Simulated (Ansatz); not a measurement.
Geometry optimisation, DFT PBE-D3(BJ), scalar-relativistic, plane waves, PAW (Ansatz 0.2.0).

The input (input.yaml):

```yaml
crystal:
  lattice:
    - [5.6981, 0.0, 0.0]
    - [-2.84905, 4.934699, 0.0]
    - [0.0, 0.0, 15.19556]
  atoms:
    - { symbol: W, position: [0.0, 0.0, 0.0658087] }
    - { symbol: C, position: [0.3333333, 0.1666667, 0.1578435] }
    - { symbol: W, position: [0.0, 0.0, 0.2498783] }
    - { symbol: C, position: [0.3333333, 0.1666667, 0.341913] }
    - { symbol: W, position: [0.0, 0.5, 0.0658087] }
    - { symbol: C, position: [0.3333333, 0.6666667, 0.1578435] }
    - { symbol: W, position: [0.0, 0.5, 0.2498783] }
    - { symbol: C, position: [0.3333333, 0.6666667, 0.341913] }
    - { symbol: W, position: [0.5, 0.0, 0.0658087] }
    - { symbol: C, position: [0.8333333, 0.1666667, 0.1578435] }
    - { symbol: W, position: [0.5, 0.0, 0.2498783] }
    - { symbol: C, position: [0.8333333, 0.1666667, 0.341913] }
    - { symbol: W, position: [0.5, 0.5, 0.0658087] }
    - { symbol: C, position: [0.8333333, 0.6666667, 0.1578435] }
    - { symbol: W, position: [0.5, 0.5, 0.2498783] }
    - { symbol: C, position: [0.8333333, 0.6666667, 0.341913] }
    - { symbol: Si, position: [0.0759956, 0.1697323, 0.4300967] }
basis:
  ecutwfc: 420.0
kpoints:
  mp_grid: { grid: [4, 4, 1] }
hamiltonian:
  xc: pbe
  dispersion: d3bj
  pseudopotentials: { kind: paw, azcp: { folder: soft_1 } }
scf:
  occupations: { method: fermi_dirac, width: 0.1 }
  lower_state_search: "off"
relax:
  f_tol: 0.03
  max_steps: 60
  adjacent_minimum: "off"
  constraints: [{ sites: [0, 4, 8, 12] }]
```

Launched with:

```bash
$ ansatz run input.yaml --threads 4 --pin off --max-ram 10240MiB --backend cpu --events-out ev --progress --plain --runs-dir out
```

Question: Where does it end, and by what steps?

Answer: It converged. Limits of this set-up: coarse k mesh, thin slab, slab without dipole correction. After 9 steps the energy has fallen by 2.790 eV; Si17 moved furthest, 0.90 Å. Joined: C16–Si17 (2.82 → 1.89 Å).

| step | energy less start (eV) | largest force component (eV/Å) | accepted |
| --- | --- | --- | --- |
| 0 | 0.0000 | 4.552 | yes |
| 1 | -1.6586 | 1.063 | yes |
| 2 | -1.8509 | 0.567 | yes |
| 3 | -2.0159 | 0.975 | yes |
| 4 | -2.3195 | 1.379 | yes |
| 5 | -2.6875 | 0.979 | yes |
| 6 | -2.5990 | 2.446 | no |
| 7 | -2.7887 | 0.130 | yes |
| 8 | -2.7897 | 0.052 | yes |
| 9 | -2.7897 | 0.006 | yes |

```xyz
17
Lattice="5.6981 0.0000 0.0000 -2.8491 4.9347 0.0000 0.0000 0.0000 15.1956" Properties=species:S:1:pos:R:3
W 0.000 0.000 1.000
C 1.439 0.831 2.335
W 0.000 0.000 3.744
C 1.348 0.778 5.150
W -1.425 2.467 1.000
C 0.000 3.290 2.365
W -1.432 2.463 3.912
C 0.000 3.290 5.049
W 2.849 0.000 1.000
C 4.259 0.831 2.335
W 2.849 0.008 3.912
C 4.350 0.778 5.150
W 1.425 2.467 1.000
C 2.849 3.273 2.335
W 1.432 2.463 3.912
C 2.849 3.378 5.150
Si 0.000 0.000 6.214
```

Whether the end is a true minimum wasn't checked by a vibrational analysis.

Time of the run: 82 s on 4 threads of Arm Neoverse V1, with other jobs on the host, peak memory 1.1 GiB.
